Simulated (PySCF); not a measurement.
# CH2OSm (Sm(H2CO)3+): the cost of one run

The runs use PySCF 2.14.0; several levels, as the steps say, no spin–orbit coupling.

1 further run of the same task is left out (for a known fault of the program).

## (1) The starting structure

5 atoms, charge 3, spin multiplicity 1.

Bond lengths: Sm1–O2 2.121 Å, O2–C3 1.267 Å, C3–H4 1.113 Å, C3–H5 1.113 Å. Angles: Sm1–O2–C3 180.0°, O2–C3–H4 119.3°, O2–C3–H5 119.3°, H4–C3–H5 121.5°.

Geometry (Å):

```
Sm    0.00000    0.00000   -0.22542
O     0.00000    0.00000    1.89601
C     0.00000    0.00000    3.16290
H     0.97113    0.00000    3.70728
H    -0.97113    0.00000    3.70728
```

Formal oxidation states: Sm +3. Each metal's 5 4f electrons lie in its core potential, so multiplicities, spins and levels count the valence alone. An earlier session relaxed this geometry at PBE0, Sm lcecp-1-SVP with ECP51, O def2-SVP, C def2-SVP, H def2-SVP (singlet, point group C2v).

At PBE0 on the finer grid: E = -147.721456 Eh, HOMO -25.05 eV, LUMO -19.36 eV, Mulliken charge on Sm1 +2.46 e, largest force component 0.015 eV/Å. 

Levels to run: TPSSh; HF; PBE0, TZVP. Hardware: 2 threads of Arm Neoverse V1, shared host.

## (2) TPSSh

run.py (the lines that set the calculation)

```python
mol = gto.M(atom='''
Sm     0.00000     0.00000    -0.22542
O      0.00000     0.00000     1.89601
C      0.00000     0.00000     3.16290
H      0.97113     0.00000     3.70728
H     -0.97113     0.00000     3.70728''',
    basis={'Sm': 'lcecp-1-SVP', 'O': 'def2-SVP', 'C': 'def2-SVP', 'H': 'def2-SVP'},
    ecp={'Sm': 'lcecp-1-SVP'},
    charge=3, spin=0)
mf = dft.RKS(mol, xc='TPSSH')
mf.grids.atom_grid = (75, 302)  # f atoms: unpruned, at least (60, 302)
mf = mf.density_fit()  # fitting sets: Sm AutoAux, O def2-universal-JKFIT, C def2-universal-JKFIT, H def2-universal-JKFIT
mf.conv_tol = 1e-08; mf.max_cycle = 55
mf.kernel(dm0)  # dm0: the density of the relaxed state
```

The run is started by

```bash
> OMP_NUM_THREADS=2 python run.py
```

**Question.** How long does this run take on 2 threads of Arm Neoverse V1, shared host?

About 3.3 s.
